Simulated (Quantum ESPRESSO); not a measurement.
# V (Fmmm) in Quantum ESPRESSO: notebook

The runs below take V through single point, with PBE.

All numbers are computed with Quantum ESPRESSO 7.5; they aren't measurements. Logs are shortened: lines on timing, memory, paths and dates and some standing lists are left out, and cuts for length are marked.

### 1 The crystal as given

Symmetry: Fmmm, No. 69, orthorhombic system. Conventional cell: a = 2.997 Å, b = 4.217 Å, c = 4.259 Å, α = 90.00°, β = 90.00°, γ = 90.00°. V (site symmetry mmm) is surrounded by 8 V at 2.59 to 2.60 Å.

The cell was built by a generator and needn't be a form met in nature.

### 2 Single point, PBE

Contents of pw.in:

```
&CONTROL
  calculation = 'scf'
  prefix = 'pwscf'
  outdir = './tmp'
  pseudo_dir = './pseudo'
  tprnfor = .true.
  tstress = .true.
  disk_io = 'nowf'
  forc_conv_thr = 0.0001
/
&SYSTEM
  ibrav = 0
  nat = 1
  ntyp = 1
  ecutwfc = 56
  ecutrho = 450
  nbnd = 12
  occupations = 'smearing'
  smearing = 'mp'
  degauss = 0.01469973
/
&ELECTRONS
  conv_thr = 2d-10
  electron_maxstep = 120
  mixing_beta = 0.5
/
ATOMIC_SPECIES
V     50.9415 v_pbe_v1.4.uspp.F.UPF
CELL_PARAMETERS angstrom
  -1.5058970250    1.4984050000    1.5058970250
   1.4909129750   -1.4984050000    1.4909129750
   1.5058970250    1.4984050000   -1.5058970250
ATOMIC_POSITIONS crystal
V      0.0000000000    0.0000000000    0.0000000000
K_POINTS automatic
32 32 32 0 0 0
```

Potentials or basis: GBRV 1.5 PBE.

On the command line:

```console
> OMP_NUM_THREADS=1 mpirun -n 4 pw.x -nk 4 -in pw.in > pw.out
```

pw.out:

```text
This program is part of the open-source Quantum ESPRESSO suite
     for quantum simulation of materials; please cite
         "P. Giannozzi et al., J. Phys.:Condens. Matter 21 395502 (2009);
         "P. Giannozzi et al., J. Phys.:Condens. Matter 29 465901 (2017);
         "P. Giannozzi et al., J. Chem. Phys. 152 154105 (2020);
     in publications or presentations arising from this work. More details at

     Message from routine setup:
     using ibrav=0 with symmetry is DISCOURAGED, use correct ibrav instead

     K-points division:     npool     =       4
     Subspace diagonalization in iterative solution of the eigenvalue problem:
     a serial algorithm will be used

     G-vector sticks info
     --------------------
     sticks:   dense  smooth     PW     G-vecs:    dense   smooth      PW
     Sum         811     405    161                14659     5161    1267

     Using Slab Decomposition

     bravais-lattice index     =            0
     lattice parameter (alat)  =       4.9208  a.u.
     unit-cell volume          =      90.8099 (a.u.)^3
     number of atoms/cell      =            1
     number of atomic types    =            1
     number of electrons       =        13.00
     number of Kohn-Sham states=           12
     kinetic-energy cutoff     =      56.0000  Ry
     charge density cutoff     =     450.0000  Ry
     scf convergence threshold =      2.0E-10
     mixing beta               =       0.5000
     number of iterations used =            8  plain     mixing
     Exchange-correlation=  SLA  PW   PBX  PBC
                           (   1   4   3   4   0   0   0)

     celldm(1)=   4.920794  celldm(2)=   0.000000  celldm(3)=   0.000000
     celldm(4)=   0.000000  celldm(5)=   0.000000  celldm(6)=   0.000000

     crystal axes: (cart. coord. in units of alat)
               a(1) = (  -0.578308   0.575431   0.578308 )
               a(2) = (   0.572553  -0.575431   0.572553 )
               a(3) = (   0.578308   0.575431  -0.578308 )

     reciprocal axes: (cart. coord. in units 2 pi/alat)
               b(1) = (  0.004345  0.868915  0.868936 )
               b(2) = (  0.873281 -0.000000  0.873281 )
               b(3) = (  0.868936  0.868915  0.004345 )

     PseudoPot. # 1 for V  read from file:
     v_pbe_v1.4.uspp.F.UPF
     Pseudo is Ultrasoft + core correction, Zval = 13.0
     Generated by new atomic code, or converted to UPF format
     Using radial grid of  853 points,  6 beta functions with:
                l(1) =   0
                l(2) =   0
                l(3) =   1
                l(4) =   1
                l(5) =   2
                l(6) =   2
     Q(r) pseudized with  8 coefficients,  rinner =    1.100   1.100   1.100
                                                       1.100   1.100

     atomic species   valence    mass     pseudopotential
     V                13.00    50.94150     V ( 1.00)

      8 Sym. Ops., with inversion, found

   Cartesian axes

     site n.     atom                  positions (alat units)
         1        V      tau(   1) = (   0.0000000   0.0000000   0.0000000  )

     number of k points=  4505  Methfessel-Paxton smearing, width (Ry)=  0.0147

     Number of k-points >= 100: set verbosity='high' to print them.

     Dense  grid:    14659 G-vectors     FFT dimensions: (  36,  36,  36)

     Smooth grid:     5161 G-vectors     FFT dimensions: (  24,  24,  24)

     Check: negative core charge=   -0.000009

     Initial potential from superposition of free atoms

     starting charge      12.9988, renormalised to      13.0000

     negative rho (up, down):  4.224E-04 0.000E+00
     Starting wfcs are   10 randomized atomic wfcs +    2 random wfcs

     Self-consistent Calculation

     iteration #  1     ecut=    56.00 Ry     beta= 0.50
     Davidson diagonalization with overlap
     ethr =  1.00E-02,  avg # of iterations =  3.3

     Threshold (ethr) on eigenvalues was too large:
     Diagonalizing with lowered threshold

     Davidson diagonalization with overlap
     ethr =  5.65E-04,  avg # of iterations =  1.0

     negative rho (up, down):  5.113E-04 0.000E+00

     total energy              =    -145.05000622 Ry
     estimated scf accuracy    <       0.07567805 Ry

     iteration #  2     ecut=    56.00 Ry     beta= 0.50
     Davidson diagonalization with overlap
     ethr =  5.82E-04,  avg # of iterations =  2.0

     negative rho (up, down):  5.003E-04 0.000E+00

     total energy              =    -145.07200183 Ry
     estimated scf accuracy    <       0.01411122 Ry

     iteration #  3     ecut=    56.00 Ry     beta= 0.50
     Davidson diagonalization with overlap
     ethr =  1.09E-04,  avg # of iterations =  1.9

     negative rho (up, down):  5.150E-04 0.000E+00

     total energy              =    -145.07473014 Ry
     estimated scf accuracy    <       0.00022683 Ry

     iteration #  4     ecut=    56.00 Ry     beta= 0.50
     Davidson diagonalization with overlap
     ethr =  1.74E-06,  avg # of iterations =  2.6

     negative rho (up, down):  5.160E-04 0.000E+00

     total energy              =    -145.07474221 Ry
     estimated scf accuracy    <       0.00000236 Ry

     iteration #  5     ecut=    56.00 Ry     beta= 0.50
     Davidson diagonalization with overlap
     ethr =  1.82E-08,  avg # of iterations =  2.0

     negative rho (up, down):  5.166E-04 0.000E+00

     total energy              =    -145.07474255 Ry
     estimated scf accuracy    <       0.00000022 Ry

     iteration #  6     ecut=    56.00 Ry     beta= 0.50
     Davidson diagonalization with overlap
     ethr =  1.70E-09,  avg # of iterations =  1.5

     negative rho (up, down):  5.166E-04 0.000E+00

     total energy              =    -145.07474256 Ry
     estimated scf accuracy    <          7.3E-10 Ry

     iteration #  7     ecut=    56.00 Ry     beta= 0.50
     Davidson diagonalization with overlap
     ethr =  5.64E-12,  avg # of iterations =  2.0

     negative rho (up, down):  5.166E-04 0.000E+00

     total energy              =    -145.07474256 Ry
     estimated scf accuracy    <          2.2E-10 Ry

     iteration #  8     ecut=    56.00 Ry     beta= 0.50
     Davidson diagonalization with overlap
     ethr =  1.70E-12,  avg # of iterations =  2.0

     negative rho (up, down):  5.166E-04 0.000E+00

     total energy              =    -145.07474256 Ry
     estimated scf accuracy    <          2.3E-10 Ry

     iteration #  9     ecut=    56.00 Ry     beta= 0.50
     Davidson diagonalization with overlap
     ethr =  1.70E-12,  avg # of iterations =  1.9

     negative rho (up, down):  5.166E-04 0.000E+00

     End of self-consistent calculation

     Number of k-points >= 100: set verbosity='high' to print the bands.

     the Fermi energy is    16.6111 ev

!    total energy              =    -145.07474256 Ry
     estimated scf accuracy    <          3.2E-13 Ry
     smearing contrib. (-TS)   =      -0.00003603 Ry
     internal energy E=F+TS    =    -145.07470653 Ry

     The total energy is F=E-TS. E is the sum of the following terms:
     one-electron contribution =     -46.04188456 Ry
     hartree contribution      =      29.21260901 Ry
     xc contribution           =     -19.64345351 Ry
     ewald contribution        =    -108.60197747 Ry

     convergence has been achieved in   9 iterations

     negative rho (up, down):  5.166E-04 0.000E+00

     Forces acting on atoms (cartesian axes, Ry/au):

     atom    1 type  1   force =     0.00000000    0.00000000    0.00000000

     Total force =     0.000000     Total SCF correction =     0.000000

     Computing stress (Cartesian axis) and pressure

     negative rho (up, down):  5.166E-04 0.000E+00
          total   stress  (Ry/bohr**3)                   (kbar)     P=       -2.39
  -0.00001661   0.00000000   0.00001567           -2.44        0.00        2.31
   0.00000000  -0.00001545   0.00000000            0.00       -2.27        0.00
   0.00001567   0.00000000  -0.00001661            2.31        0.00       -2.44

=------------------------------------------------------------------------------=
   JOB DONE.
=------------------------------------------------------------------------------=
```

Wall time 2.7 min (4 MPI ranks of Intel Xeon Platinum 8375C at 2.90GHz (Ice Lake), shared host); peak memory 0.8 GiB.

Results:

- Free energy: -1973.8424 eV
- Pressure: -0.2 GPa
- Band gap on the k mesh: none (metal or under the smearing width)

### 3 Single point, PBE

pw.in: that of step 2 with these lines changed.

```diff
@@ -29,5 +29,5 @@
 CELL_PARAMETERS angstrom
-  -1.5058970250    1.4984050000    1.5058970250
-   1.4909129750   -1.4984050000    1.4909129750
-   1.5058970250    1.4984050000   -1.5058970250
+  -1.4909129750    1.4909129750    1.4984050000
+   1.4909129750   -1.4909129750    1.4984050000
+   1.5058970250    1.5058970250   -1.4984050000
 ATOMIC_POSITIONS crystal
```

Potentials or basis: GBRV 1.5 PBE.

On the command line:

```console
> OMP_NUM_THREADS=1 mpirun -n 4 pw.x -nk 4 -in pw.in > pw.out
```

It took 2.5 min on 4 MPI ranks of Intel Xeon Platinum 8375C at 2.90GHz (Ice Lake), shared host; peak memory 0.8 GiB.

The run converged. Its results:

| Item | Value |
| --- | --- |
| Free energy | -1973.8424 eV |
| Pressure | -0.2 GPa |
| Band gap on the k mesh | none (metal or under the smearing width) |

Stress tensor (GPa, compression positive):
```
-0.24 -0.23  0.00
-0.23 -0.24  0.00
 0.00  0.00 -0.23
```

Levels at points of the mesh, in eV from the Fermi level:
| k point | band 5 | band 6 | band 7 | band 8 | band 9 | band 10 |
| --- | --- | --- | --- | --- | --- | --- |
| (0.00, 0.00, 0.00) | -6.60 | 0.36 | 0.41 | 0.47 | 2.43 | 2.43 |
| (0.00, 0.00, -0.50) | -3.18 | -1.15 | 1.55 | 2.46 | 2.83 | 4.10 |
| (0.00, -0.50, 0.00) | -3.18 | -1.13 | 1.64 | 2.43 | 2.79 | 4.13 |
| (-0.50, -0.50, 0.00) | -3.18 | -1.11 | 1.72 | 2.40 | 2.75 | 4.16 |
| (-0.50, -0.50, -0.50) | -3.00 | -3.00 | 3.68 | 3.73 | 3.79 | 10.18 |
